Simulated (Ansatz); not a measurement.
**TiC: strong compression**

The task here is to estimate one member of a computed series from the others.

Computed with Ansatz 0.2.0 (DFT r²SCAN, with the methods named in each step, unless a step's input says otherwise).

## The starting structure

Symmetry: Fm-3m, No. 225, cubic system. Conventional cell: a = 4.309 Å, b = 4.309 Å, c = 4.309 Å, α = 90.00°, β = 90.00°, γ = 90.00°. Around Ti (site symmetry m-3m) lie 6 C at 2.15 Å. C (site symmetry m-3m) is surrounded by 6 Ti at 2.15 Å.

As a file:

```
Ti C
1.0
     0.00000    2.15443    2.15443
     2.15443    0.00000    2.15443
     2.15443    2.15443    0.00000
Ti C
1 1
Direct
  0.00000 0.00000 0.00000
  0.50000 0.50000 0.50000
```

Whether this phase is the stable one at these pressures isn't tested.

Atoms are numbered in the order of the input: Ti1, C2.

The first run:

input.yaml reads:

```yaml
crystal:
  lattice:
    - [0.0, 2.15443469, 2.15443469]
    - [2.15443469, 0.0, 2.15443469]
    - [2.15443469, 2.15443469, 0.0]
  atoms:
    - { symbol: Ti, position: [0.0, 0.0, 0.0] }
    - { symbol: C, position: [0.5, 0.5, 0.5] }
kpoints:
  mp_grid: { grid: [15, 15, 15] }
scf:
  occupations: { method: fermi_dirac, width: 0.1 }
hamiltonian:
  xc: r2scan
  pseudopotentials: { kind: paw }
output:
  forces: true
  stress: true
relax:
  f_tol: 0.005
  max_steps: 40
  cell: {}
```

Run with:

```bash
$ ansatz run input.yaml --threads 1 --pin off --max-ram 2048MiB --backend cpu --events-out ev --progress --plain --runs-dir out
```

Steps of the session up to this table: Cell relaxed at zero pressure, PAW; Volume scaled by 1, PAW; Volume scaled by 0.94, PAW; Volume scaled by 0.88, PAW; Volume scaled by 0.8, PAW; Volume scaled by 0.72, PAW; Volume scaled by 0.64, PAW; Volume scaled by 0.64, PAW (core large); Volume scaled by 0.55, PAW; Volume scaled by 0.55, PAW (cutoff 600 eV).

One table of the session follows, with a row left open; its other results are not shown here.

```
             method  volume over the first  volume (Å³/atom)  pressure (GPa)
                PAW                      1                 ?               ?
                PAW                   0.94             9.525           18.35
                PAW                   0.88             8.917           43.14
                PAW                    0.8             8.106           90.57
                PAW                   0.72             7.295          162.99
                PAW                   0.64             6.485          276.03
                PAW                   0.55             5.573          487.80
   PAW (core large)                   0.64             6.485          276.03
PAW (cutoff 600 eV)                   0.55             5.573          487.69
```

**Question.** Estimate the row for PAW, 1.

**Answer.** volume (Å³/atom): 10.133; pressure (GPa): 0.01. In the column «volume (Å³/atom)» it is the highest.

Limits of these values: Warnings in the runs' records: datasets by core.
